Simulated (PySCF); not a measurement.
# From one method to the next for KBi (triplet)

What do other methods print for KBi (triplet)?

The runs use PySCF 2.14.0; each script names its method and basis.

8 further runs of the same task are left out: 1 for a known fault of the program, 7 that didn't finish.

## (1) The starting structure

KBi (triplet): 2 atoms, charge 0, spin multiplicity 3.

No contacts short enough for the rule that draws bonds.

## (2) The run that the others are compared with

Input file input.py:

```python
from pyscf import gto, scf, tdscf

mol = gto.M(
    atom='K 0 0 0; Bi 0 0 3.575',
    basis='lanl2dz',
    ecp={'K': 'lanl2dz', 'Bi': 'lanl2dz'},
    charge=0,
    spin=2,
    symmetry=True,
    verbose=4,
)
mf = scf.UHF(mol)
mf.kernel()
td = tdscf.TDHF(mf)
td.nstates = 5
td.kernel()
td.analyze(verbose=3)
mf.dip_moment()
print('orbital energies (hartree):', [e[max(0, n-3):n+3].round(4) for e, n in zip(mf.mo_energy, mol.nelec)])
```

Started as:

```sh
> OMP_NUM_THREADS=1 python input.py
```

## (3) MP2

Edit 1 changes step after the SCF: tddft → mp2.

input.py: that of step 2 with these lines changed.

```diff
@@ -1,2 +1,2 @@
-from pyscf import gto, scf, tdscf
+from pyscf import gto, scf, mp
 
@@ -13,6 +13,3 @@
 mf.kernel()
-td = tdscf.TDHF(mf)
-td.nstates = 5
-td.kernel()
-td.analyze(verbose=3)
+mp.MP2(mf).kernel()
 mf.dip_moment()
```

## (4) Pw91 (UKS)

Edit 2 changes functional: none (Hartree–Fock) → pw91; SCF type: UHF → UKS; step after the SCF: tddft → analyze.

input.py: that of step 2 with these lines changed.

```diff
@@ -1,2 +1,2 @@
-from pyscf import gto, scf, tdscf
+from pyscf import gto, dft
 
@@ -11,8 +11,5 @@
 )
-mf = scf.UHF(mol)
+mf = dft.UKS(mol, xc='pw91')
 mf.kernel()
-td = tdscf.TDHF(mf)
-td.nstates = 5
-td.kernel()
-td.analyze(verbose=3)
+mf.mulliken_pop()
 mf.dip_moment()
```

## (5) Number of roots 10

Edit 3 changes number of roots: 5 → 10.

input.py: that of step 2 with these lines changed.

```diff
@@ -14,3 +14,3 @@
 td = tdscf.TDHF(mf)
-td.nstates = 5
+td.nstates = 10
 td.kernel()
```

## (6) Stability test

Edit 4 changes step after the SCF: tddft → stability; point-group symmetry: on → off.

Input file input.py:

```python
from pyscf import gto, scf

mol = gto.M(
    atom='K 0 0 0; Bi 0 0 3.575',
    basis='lanl2dz',
    ecp={'K': 'lanl2dz', 'Bi': 'lanl2dz'},
    charge=0,
    spin=2,
    verbose=4,
)
mf = scf.UHF(mol)
mf.kernel()
mf.stability(internal=True, external=True)
mf.dip_moment()
print('orbital energies (hartree):', [e[max(0, n-3):n+3].round(4) for e, n in zip(mf.mo_energy, mol.nelec)])
```

**Question.** What will these runs give? Wanted: for each run, E(SCF); from base; gap, α spin; SCF dipole; after the SCF.

As calculated:

| run | E(SCF) (hartree) | from base (eV) | cycles | gap, α spin (eV) | SCF dipole (D) | after the SCF |
| --- | --- | --- | --- | --- | --- | --- |
| base | -33.161251 | 0 | 15 | 7.99 | 4.53 | lowest root found 0.87 eV |
| MP2 | -33.161251 | 0.0000 | 15 | 7.99 | 4.53 | MP2 correlation -0.285 eV |
| pw91 (UKS) | -33.595488 | not comparable | 9 | 1.56 | 8.26 | n/a |
| number of roots 10 | -33.161251 | 0.0000 | 15 | 7.99 | 4.53 | lowest root found 0.87 eV |
| stability test | -33.161251 | 0.0000 | 15 | 7.99 | 4.53 | stable |

What this shows: Total energies of different functionals can't be compared with each other; differences within one functional can.
